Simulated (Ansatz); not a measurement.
**Alloy of GaP and GaN (4 of 32 P sites exchanged), 64 atoms**

Aim: relax the alloy cell and compare the gap by PBEsol, HSE06 and r²SCAN.

All numbers are computed with Ansatz 0.2.0 (PAW, plane waves).

## Step 1: The starting cell

64 atoms (32 Ga, 28 P, 4 N); a = 10.651 Å, b = 10.651 Å, c = 10.651 Å, α = 90.00°, β = 90.00°, γ = 90.00°. All atoms were shaken off their sites by about 0.02 Å along each axis.

Steps to follow: (2) PBEsol cell relaxation at the single k point (¼, ¼, ¼), on 1 × NVIDIA GB200 with 8 threads of Arm Neoverse-V2; (3) HSE06 single point at the Γ point alone, on 1 × NVIDIA GB200 with 8 threads of Arm Neoverse-V2; (4) r²SCAN single point at the Γ point alone, on 1 × NVIDIA GB200 with 8 threads of Arm Neoverse-V2.

## Step 2: Relaxing cell and atoms with PBEsol

Input file in.yaml:

```yaml
crystal:
  lattice:
    - [10.651288, 0.000000, 0.000000]
    - [0.000000, 10.651288, 0.000000]
    - [0.000000, 0.000000, 10.651288]
  atoms:
    - { symbol: Ga, position: [0.000789, 0.998349, 0.001790] }
    - { symbol: Ga, position: [0.999237, 0.000994, 0.502091] }
    - { symbol: Ga, position: [0.000244, 0.498024, 0.999623] }
    - { symbol: Ga, position: [0.000369, 0.499413, 0.502517] }
    - { symbol: Ga, position: [0.500970, 0.997891, 0.000961] }
    - { symbol: Ga, position: [0.498049, 0.002502, 0.501583] }
    - { symbol: Ga, position: [0.498844, 0.498172, 0.000437] }
    - { symbol: Ga, position: [0.501733, 0.501426, 0.500843] }
    - { symbol: Ga, position: [0.248368, 0.251465, 0.998679] }
    - { symbol: Ga, position: [0.255408, 0.252224, 0.501066] }
    - { symbol: Ga, position: [0.250481, 0.751288, 0.999750] }
    - { symbol: Ga, position: [0.251330, 0.750747, 0.501118] }
    - { symbol: Ga, position: [0.751041, 0.247628, 0.998661] }
    - { symbol: Ga, position: [0.748926, 0.252618, 0.502528] }
    - { symbol: Ga, position: [0.751667, 0.752479, 0.000039] }
    - { symbol: Ga, position: [0.751947, 0.752928, 0.500310] }
    - { symbol: Ga, position: [0.249822, 0.999956, 0.250879] }
    - { symbol: Ga, position: [0.247910, 0.997331, 0.751892] }
    - { symbol: Ga, position: [0.246698, 0.499649, 0.249803] }
    - { symbol: Ga, position: [0.248296, 0.496723, 0.751336] }
    - { symbol: Ga, position: [0.751803, 0.001845, 0.252746] }
    - { symbol: Ga, position: [0.749161, 0.999775, 0.748085] }
    - { symbol: Ga, position: [0.752443, 0.497862, 0.250699] }
    - { symbol: Ga, position: [0.752365, 0.500060, 0.749802] }
    - { symbol: Ga, position: [0.998416, 0.245643, 0.249130] }
    - { symbol: Ga, position: [0.997824, 0.251046, 0.749170] }
    - { symbol: Ga, position: [0.000363, 0.749641, 0.249665] }
    - { symbol: Ga, position: [0.998671, 0.747034, 0.748835] }
    - { symbol: Ga, position: [0.502903, 0.252213, 0.250094] }
    - { symbol: Ga, position: [0.499372, 0.248947, 0.749633] }
    - { symbol: Ga, position: [0.497789, 0.751060, 0.250591] }
    - { symbol: Ga, position: [0.500027, 0.750002, 0.748875] }
    - { symbol: P, position: [0.127852, 0.124482, 0.127596] }
    - { symbol: P, position: [0.129354, 0.126228, 0.623241] }
    - { symbol: P, position: [0.123514, 0.623503, 0.123320] }
    - { symbol: P, position: [0.127764, 0.625266, 0.621478] }
    - { symbol: P, position: [0.623575, 0.122822, 0.124513] }
    - { symbol: P, position: [0.626212, 0.126263, 0.626616] }
    - { symbol: P, position: [0.621710, 0.627706, 0.125889] }
    - { symbol: P, position: [0.621593, 0.623732, 0.630678] }
    - { symbol: P, position: [0.375791, 0.377161, 0.128755] }
    - { symbol: P, position: [0.369473, 0.375041, 0.623123] }
    - { symbol: P, position: [0.375782, 0.874243, 0.126486] }
    - { symbol: P, position: [0.873668, 0.371951, 0.125070] }
    - { symbol: P, position: [0.872582, 0.372525, 0.621301] }
    - { symbol: P, position: [0.872991, 0.876097, 0.121934] }
    - { symbol: P, position: [0.874834, 0.874366, 0.625594] }
    - { symbol: P, position: [0.371175, 0.627297, 0.374121] }
    - { symbol: P, position: [0.876983, 0.123150, 0.376126] }
    - { symbol: P, position: [0.880369, 0.124863, 0.874302] }
    - { symbol: P, position: [0.875222, 0.624609, 0.378043] }
    - { symbol: P, position: [0.874943, 0.623078, 0.875554] }
    - { symbol: P, position: [0.127582, 0.376475, 0.377721] }
    - { symbol: P, position: [0.122334, 0.377447, 0.872780] }
    - { symbol: P, position: [0.123956, 0.874950, 0.373861] }
    - { symbol: P, position: [0.124828, 0.876476, 0.875943] }
    - { symbol: P, position: [0.626443, 0.371104, 0.377085] }
    - { symbol: P, position: [0.623300, 0.378354, 0.875644] }
    - { symbol: P, position: [0.623761, 0.875119, 0.372982] }
    - { symbol: P, position: [0.624644, 0.874666, 0.872940] }
    - { symbol: N, position: [0.374980, 0.876536, 0.623150] }
    - { symbol: N, position: [0.370996, 0.123565, 0.373241] }
    - { symbol: N, position: [0.377002, 0.124342, 0.877055] }
    - { symbol: N, position: [0.374853, 0.625107, 0.873378] }
  symmetry: { detect: false }
kpoints:
  mp_grid: { grid: [1, 1, 1], shift: [0.25, 0.25, 0.25] }
hamiltonian:
  xc: pbesol
scf:
  occupations: { method: fermi_dirac, width: 0.01 }
relax:
  f_tol: 0.03
  max_steps: 80
  escape_saddle: false
  adjacent_minimum: "off"
  cell: { fix: [shape] }
output:
  forces: true
  eigenvalues: true
  populations: true
```

Launch:

```sh
$ ansatz run in.yaml --threads 8 --pin off --max-ram 118750MiB --runs-dir r --events-out ev --progress --plain --backend cuda --devices 0, --max-vram 170GiB
```

Further steps of the session: HSE06 single point; r²SCAN single point.

What does the calculation give? Wanted: for each run, top filled to lowest empty.

**Answer**, as computed:

```
             level         time   k points  top filled to lowest empty (eV)
PBEsol, relaxation  5.2 s (GPU)  (¼, ¼, ¼)                             1.26
             HSE06   20 s (GPU)          Γ                             1.39
            r²SCAN  3.6 s (GPU)          Γ                             0.86
```

```
     quantity                                                                         value
   relaxation                                              6 recorded steps, 6.26 eV gained
largest shift                                                                 0.37 Å (Ga29)
 relaxed cell  a = 10.640 Å, b = 10.640 Å, c = 10.640 Å, α = 90.00°, β = 90.00°, γ = 90.00°
   mean bonds                                                      Ga–N 2.054, Ga–P 2.344 Å
```

Relaxation gains 6.26 eV, with shifts up to 0.37 Å (Ga29), while the volume changes by -0.3 %. The mean lengths of the listed bonds run from Ga–N 2.05 Å to Ga–P 2.34 Å. At the same k points, r²SCAN gives a spacing 0.53 eV smaller than the 1.39 eV of HSE06. The relaxation ran on other k points, so part of any difference from the later rows can come from the mesh. The HSE06 single point took about 5.4 times as long as the r²SCAN one on the same kind of device. With one k point the spacing samples only the states that fold onto it, so it can exceed the gap over the zone.
